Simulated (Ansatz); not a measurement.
**Ge₅H₁₂: how energies converge with the basis set**

The task here is to estimate one member of a computed series from the others.

The runs use Ansatz 0.2.0, Gaussian basis; one geometry, several basis sets.

Plan: PBE0-D4/def2-SVP; ωB97M-V/def2-SVP; PBE0-D4/def2-QZVPP; ωB97M-V/def2-QZVPP; the functionals' def2-TZVPP values are taken from earlier runs.

### The relaxed structure

All runs share one geometry, relaxed beforehand with PBE0-D4 in a triple-zeta def2 set.

SMILES `[GeH3][GeH2][GeH2][GeH2][GeH3]`, 17 atoms, charge 0, spin multiplicity 1.

Atoms are counted from 1 here; the program's logs count them from 0.

Bond lengths: Ge1–Ge2 2.423 Å, Ge1–H6 1.538 Å, Ge1–H7 1.537 Å, Ge1–H8 1.538 Å, Ge2–Ge3 2.426 Å, Ge2–H9 1.540 Å, Ge2–H10 1.540 Å, Ge3–Ge4 2.426 Å, Ge3–H11 1.540 Å, Ge3–H12 1.540 Å, Ge4–Ge5 2.423 Å, Ge4–H13 1.540 Å, Ge4–H14 1.540 Å, Ge5–H15 1.537 Å, Ge5–H16 1.538 Å, Ge5–H17 1.538 Å. Angles: Ge2–Ge1–H6 109.8°, Ge2–Ge1–H7 111.5°, Ge2–Ge1–H8 109.6°, H6–Ge1–H7 108.8°, H6–Ge1–H8 108.3°, H7–Ge1–H8 108.7°, Ge1–Ge2–Ge3 109.3°, Ge1–Ge2–H9 110.2°, Ge1–Ge2–H10 109.4°, Ge3–Ge2–H9 111.0°, Ge3–Ge2–H10 109.0°, H9–Ge2–H10 108.0°, Ge2–Ge3–Ge4 108.3°, Ge2–Ge3–H11 110.4°, Ge2–Ge3–H12 109.7°, Ge4–Ge3–H11 109.7°, Ge4–Ge3–H12 110.4°, H11–Ge3–H12 108.2° and more.

Set-up of the first run:

Contents of in.yaml:

```yaml
crystal:
  periodic: [false, false, false]
  atoms:
    - {symbol: Ge, position_ang: [-2.036554, 0.838551, 1.549442]}
    - {symbol: Ge, position_ang: [0.269628, 1.542480, 1.311960]}
    - {symbol: Ge, position_ang: [1.671536, -0.407292, 0.966075]}
    - {symbol: Ge, position_ang: [0.664578, -1.770167, -0.770364]}
    - {symbol: Ge, position_ang: [0.106708, -0.368265, -2.666124]}
    - {symbol: H, position_ang: [-2.174965, -0.092209, 2.765705]}
    - {symbol: H, position_ang: [-2.976556, 2.040551, 1.736409]}
    - {symbol: H, position_ang: [-2.470954, 0.063118, 0.294476]}
    - {symbol: H, position_ang: [0.716535, 2.328526, 2.558645]}
    - {symbol: H, position_ang: [0.396658, 2.473540, 0.091368]}
    - {symbol: H, position_ang: [3.088416, 0.018124, 0.537371]}
    - {symbol: H, position_ang: [1.785070, -1.205656, 2.278341]}
    - {symbol: H, position_ang: [-0.619588, -2.416868, -0.217564]}
    - {symbol: H, position_ang: [1.616528, -2.899595, -1.206259]}
    - {symbol: H, position_ang: [-0.572620, -1.175836, -3.784027]}
    - {symbol: H, position_ang: [-0.847161, 0.751180, -2.216771]}
    - {symbol: H, position_ang: [1.382733, 0.279810, -3.228722]}
basis:
  gaussian: {orbitals: def2-SVP}
hamiltonian: {xc: pbe0, dispersion: d4}
output: {orbitals: {seedname: orbitals}}
```

Among the steps run: PBE0-D4 in def2-SVP; ωB97M-V in def2-SVP; PBE0-D4 in def2-QZVPP; ωB97M-V in def2-QZVPP.

One table of the session follows, with a row left open; its other results are not shown here.

It belongs to the step «Density functionals: the series». 

| functional | basis | HOMO (eV) | LUMO (eV) |
| --- | --- | --- | --- |
| PBE0-D4 | def2-SVP | -7.67 | -0.04 |
| PBE0-D4 | def2-TZVPP | -7.66 | -0.22 |
| PBE0-D4 | def2-QZVPP | -7.65 | -0.40 |
| ωB97M-V | def2-SVP | -9.56 | 1.75 |
| ωB97M-V | def2-TZVPP | ? | ? |
| ωB97M-V | def2-QZVPP | -9.57 | 1.00 |

Estimate the missing values for ωB97M-V, def2-TZVPP.

**Answer.** HOMO (eV): -9.58; LUMO (eV): 1.44. In the column «HOMO (eV)» it is the lowest.
